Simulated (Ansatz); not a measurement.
# Cl3F3H2OW: the cost of one run

Program: Ansatz 0.2.0. Level of theory: RKS PBE/def2-SVP. These are calculated values, not measurements.

## 1. The structure to begin with

Bond lengths: W1–F2 2.200 Å, W1–Cl3 2.390 Å, W1–O4 1.940 Å, O4–H5 1.010 Å, W1–F6 1.850 Å, W1–Cl7 2.390 Å, W1–F8 1.850 Å, W1–Cl9 2.690 Å, Cl3–Cl9 2.127 Å, Cl7–Cl9 2.029 Å. Angles (14 of 27 angles, heavy atoms first): F2–W1–Cl3 90.0°, F2–W1–O4 90.0°, F2–W1–F6 90.0°, F2–W1–Cl7 90.0°, F2–W1–F8 180.0°, F2–W1–Cl9 71.6°, Cl3–W1–O4 90.0°, Cl3–W1–F6 180.0°, Cl3–W1–Cl7 90.0°, Cl3–W1–F8 90.0°, Cl3–W1–Cl9 49.1°, O4–W1–F6 90.0°, O4–W1–Cl7 180.0°, O4–W1–F8 90.0°.

As a file:

```xyz
10

W     0.0000    0.0000    0.0000
F     0.0000    0.0000    2.2000
Cl    2.3900    0.0000    0.0000
O     0.0000    1.9400    0.0000
H    -0.6343    2.2771   -0.7100
F    -1.8500    0.0000    0.0000
Cl    0.0000   -2.3900    0.0000
F     0.0000    0.0000   -1.8500
Cl    1.7619   -1.8472    0.8482
H     0.8713   -0.9135    2.0396
```

## 2. Pulling towards end A

Springs on the bonds that form and break draw the guess towards this end; the thresholds are loose.

Contents of input.yaml:

```yaml
crystal:
  periodic: [false, false, false]
  atoms:
    - { symbol: W, position_ang: [0.0, 0.0, 0.0] }
    - { symbol: F, position_ang: [0.0, 0.0, 2.2] }
    - { symbol: Cl, position_ang: [2.39, 0.0, 0.0] }
    - { symbol: O, position_ang: [0.0, 1.94, 0.0] }
    - { symbol: H, position_ang: [-0.6343, 2.2771, -0.71] }
    - { symbol: F, position_ang: [-1.85, 0.0, 0.0] }
    - { symbol: Cl, position_ang: [0.0, -2.39, 0.0] }
    - { symbol: F, position_ang: [0.0, 0.0, -1.85] }
    - { symbol: Cl, position_ang: [1.7619, -1.8472, 0.8482] }
    - { symbol: H, position_ang: [0.8713, -0.9135, 2.0396] }
basis:
  gaussian: { orbitals: def2-SVP }
hamiltonian:
  xc: pbe
relax:
  f_tol: 0.15
  max_steps: 25
  restrain:
    - { distance: [0, 8], at: 3.59, k: 30.0 }
    - { distance: [9, 1], at: 2.12, k: 30.0 }
    - { distance: [0, 1], at: 1.85, k: 30.0 }
    - { distance: [9, 8], at: 1.37, k: 30.0 }
output:
  orbitals: {}
```

Run with:

```console
ansatz run input.yaml --threads 4 --pin off --max-ram 5120MiB --backend cpu --events-out ev --progress --plain --runs-dir out
```

What time and memory should one allow on 4 threads of Arm Neoverse V1, shared host?

About 44 s, with a peak of 0.27 GiB.
